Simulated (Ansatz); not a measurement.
# C2H7GeN: basis-set convergence

The task here is to estimate one member of a computed series from the others.

The runs use Ansatz 0.2.0, Gaussian basis; one geometry, several basis sets.

The runs, in order: PBE0-D4/def2-SVP; ωB97M-V/def2-SVP; PBE0-D4/def2-QZVPP; ωB97M-V/def2-QZVPP; the functionals' def2-TZVPP values are taken from earlier runs.

## The relaxed structure

All runs share one geometry, relaxed beforehand with PBE0-D4 in a triple-zeta def2 set.

SMILES `N=C[CH2][GeH3]`, 11 atoms, charge 0, spin multiplicity 1.

Atoms are counted from 1 here; the program's logs count them from 0.

Bond lengths: N1–C2 1.265 Å, N1–H5 1.023 Å, C2–C3 1.487 Å, C2–H6 1.096 Å, C3–Ge4 1.977 Å, C3–H7 1.093 Å, C3–H8 1.093 Å, Ge4–H9 1.537 Å, Ge4–H10 1.536 Å, Ge4–H11 1.537 Å. Angles: C2–N1–H5 110.7°, N1–C2–C3 128.1°, N1–C2–H6 116.6°, C3–C2–H6 115.3°, C2–C3–Ge4 110.8°, C2–C3–H7 110.9°, C2–C3–H8 111.4°, Ge4–C3–H7 106.7°, Ge4–C3–H8 108.1°, H7–C3–H8 108.8°, C3–Ge4–H9 109.5°, C3–Ge4–H10 109.1°, C3–Ge4–H11 109.2°, H9–Ge4–H10 109.6°, H9–Ge4–H11 109.5°, H10–Ge4–H11 109.9°.

The first run:

Contents of in.yaml:

```yaml
crystal:
  periodic: [false, false, false]
  atoms:
    - {symbol: N, position_ang: [0.374317, 2.267434, 0.100144]}
    - {symbol: C, position_ang: [0.178766, 1.167917, 0.694542]}
    - {symbol: C, position_ang: [0.672133, -0.181935, 0.313482]}
    - {symbol: Ge, position_ang: [-0.768104, -1.242458, -0.527789]}
    - {symbol: H, position_ang: [0.972756, 2.135084, -0.718640]}
    - {symbol: H, position_ang: [-0.455157, 1.199657, 1.587613]}
    - {symbol: H, position_ang: [0.999933, -0.739661, 1.194958]}
    - {symbol: H, position_ang: [1.503744, -0.118464, -0.392543]}
    - {symbol: H, position_ang: [-1.982824, -1.295669, 0.412124]}
    - {symbol: H, position_ang: [-1.170958, -0.579685, -1.853424]}
    - {symbol: H, position_ang: [-0.259205, -2.669322, -0.789966]}
basis:
  gaussian: {orbitals: def2-SVP}
hamiltonian: {xc: pbe0, dispersion: d4}
output: {orbitals: {seedname: orbitals}}
```

Command:

```bash
ansatz run in.yaml --threads 4 --pin off --events-out ev --progress --plain --max-ram 10444MiB
```

Steps of the session up to this table: PBE0-D4 in def2-SVP; ωB97M-V in def2-SVP; PBE0-D4 in def2-QZVPP; ωB97M-V in def2-QZVPP.

One table of the session follows, with a row left open; its other results are not shown here.

It belongs to the step «Density functionals: the series». 

| functional | basis | HOMO (eV) | LUMO (eV) |
| --- | --- | --- | --- |
| PBE0-D4 | def2-SVP | -7.33 | -0.03 |
| PBE0-D4 | def2-TZVPP | -7.54 | -0.28 |
| PBE0-D4 | def2-QZVPP | -7.57 | -0.38 |
| ωB97M-V | def2-SVP | ? | ? |
| ωB97M-V | def2-TZVPP | -9.92 | 1.84 |
| ωB97M-V | def2-QZVPP | -9.95 | 1.55 |

Estimate the missing values for ωB97M-V, def2-SVP.

As computed: HOMO (eV): -9.69; LUMO (eV): 2.20. In the column «HOMO (eV)» it lies between ωB97M-V, def2-TZVPP (-9.92) and PBE0-D4, def2-QZVPP (-7.57).
